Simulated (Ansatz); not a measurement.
**GaH3OTe (SMILES [OH][GaH][TeH]): single points off equilibrium**

The task here is to estimate one member of a computed series from the others.

Program: Ansatz 0.2.0, Gaussian basis. Level of theory: single points in def2-TZVPP. These are calculated values, not measurements.

Cores are frozen in the correlated methods. Filled d shells of the heavier atoms are correlated. Core potentials replace the inner electrons past krypton, and spin-orbit coupling is left out.

### The starting structure

SMILES `[OH][GaH][TeH]`, 6 atoms, charge 0, spin multiplicity 1.

Atoms are counted from 1 here; the program's logs count them from 0.

Bond lengths: O1–Ga2 1.736 Å, O1–H4 1.005 Å, Ga2–Te3 2.591 Å, Ga2–H5 1.624 Å, Te3–H6 1.672 Å. Angles: Ga2–O1–H4 137.9°, O1–Ga2–Te3 111.1°, O1–Ga2–H5 115.0°, Te3–Ga2–H5 133.9°, Ga2–Te3–H6 83.6°.

Coordinates:

```xyz
6

O     0.0063   -1.1021    0.7167
Ga   -0.1863   -0.1396   -0.7149
Te    0.3176    2.3561   -0.2350
H    -0.0741   -2.0680    0.9813
H    -0.6419   -0.9619   -2.0386
H     0.6458    1.8006    1.3072
```

The first run:

File run/in.yaml:

```yaml
crystal:
  periodic: [false, false, false]
  atoms:
    - {symbol: O, position_ang: [0.006300, -1.102100, 0.716700]}
    - {symbol: Ga, position_ang: [-0.186300, -0.139600, -0.714900]}
    - {symbol: Te, position_ang: [0.317600, 2.356100, -0.235000]}
    - {symbol: H, position_ang: [-0.074100, -2.068000, 0.981300]}
    - {symbol: H, position_ang: [-0.641900, -0.961900, -2.038600]}
    - {symbol: H, position_ang: [0.645800, 1.800600, 1.307200]}
basis:
  gaussian: {orbitals: def2-TZVPP}
correlation: {method: ccsd_t}
output: {forces: true}
```

The command line of these runs was not kept.

Among the steps run: CCSD(T)/def2-TZVPP; PBE0-D4/def2-TZVPP; wB97M-V/def2-TZVPP; r2SCAN-D4/def2-TZVPP; PBE-D4/def2-TZVPP; BHLYP-D4/def2-TZVPP; wB97X-V/def2-TZVPP.

One of the session's tables, all rows but one given; the rest of the session is left out.

| method | RMS force component (eV/Å) | angle to CCSD(T) forces (°) | dipole (D) |
| --- | --- | --- | --- |
| CCSD(T) | 1.072 | reference | 1.14 |
| PBE0-D4 | 1.061 | 3.0 | 1.15 |
| wB97M-V | 1.086 | 1.9 | 1.26 |
| r2SCAN-D4 | 1.019 | 2.4 | 1.10 |
| PBE-D4 | 0.992 | 11.3 | 1.02 |
| BHLYP-D4 | ? | ? | ? |
| wB97X-V | 1.077 | 2.2 | 1.28 |

Estimate the missing values for BHLYP-D4.

The run gave: RMS force component (eV/Å): 1.180; angle to CCSD(T) forces (°): 7.1; dipole (D): 1.22. In the column «RMS force component (eV/Å)» it is the highest.
